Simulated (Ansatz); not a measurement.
This script drives the Python package of Ansatz (0.2.0).

The script, `run_opt.py`:
```python
# -*- coding: utf-8 -*-
import logging
import sys
import warnings

import ansatz as az
from ase import Atoms
import numpy as np

logging.basicConfig(stream=sys.stdout, format='%(name)s: %(message)s')
log = logging.getLogger('run')
log.setLevel(logging.INFO)


def main():
    warnings.simplefilter('ignore', az.DeckWarning)

    atoms = Atoms(['F', 'Si', 'F', 'Si', 'H', 'H', 'H'], positions=[
        (-0.4013, -1.5739, 1.2081),
        (0.5784, -0.6517, 0.3392),
        (1.2584, -1.5953, -0.7574),
        (-0.418, 1.0992, -0.7126),
        (1.6326, -0.1293, 1.2366),
        (-1.0141, 2.1268, 0.2416),
        (-1.5748, 0.6562, -1.6012),
    ])
    mol = az.Crystal.molecule_from_ase(atoms)

    calculation = mol.calculation()
    calculation = calculation.basis(gaussian='cc-pVDZ')
    calculation = calculation.functional('HF').spin('collinear', total=1)
    symbols = [site.symbol for site in mol.cartesian_sites]
    start = np.array([site.position_ang for site in mol.cartesian_sites], dtype=float)
    summary = calculation.relax(force_tolerance=0.005).run().report
    end = np.array(summary['positions_ang'])

    for key in ('converged', 'free_energy_ev', 'reference_energy_ev', 'n_frozen', 'n_occupied', 'n_virtual'):
        log.info(f'{key:22s} {summary[key]}')

    log.info('final positions (A) and the move of each atom')
    for symbol, xyz, old in zip(symbols, end, start):
        log.info(f'{symbol:2s} {xyz[0]:10.5f} {xyz[1]:10.5f} {xyz[2]:10.5f}   {np.linalg.norm(xyz - old):7.4f}')


if __name__ == '__main__':
    main()
```

It is started by `python run_opt.py`. Estimate its wall time and peak memory on 1 thread of Arm Neoverse V1, with other jobs on the host.

It took about 16 s, with a peak of 0.25 GiB, for 1 run of the engine.

```console
$ python run_opt.py
run: converged              True
run: free_energy_ev         -21185.931751361746
run: reference_energy_ev    -21185.931751361746
run: n_frozen               0
run: n_occupied             [25, 24]
run: n_virtual              [54, 55]
run: final positions (A) and the move of each atom
run: F    -0.40054   -1.56258    1.22443    0.0199
run: Si    0.61296   -0.62352    0.36468    0.0514
run: F     1.25646   -1.59838   -0.76793    0.0111
run: Si   -0.50749    1.12841   -0.72202    0.0946
run: H     1.69642   -0.20999    1.27254    0.1090
run: H    -1.02972    2.14171    0.23067    0.0242
run: H    -1.56689    0.65633   -1.64806    0.0475
```

Total energies depend on the basis set; only differences at equal settings carry meaning. The end point is the stationary point reached from this start; no frequency run checks that it is a minimum, and the basis set is modest. The run takes the species as open-shell (spin multiplicity 2), which needn't be its ground state.
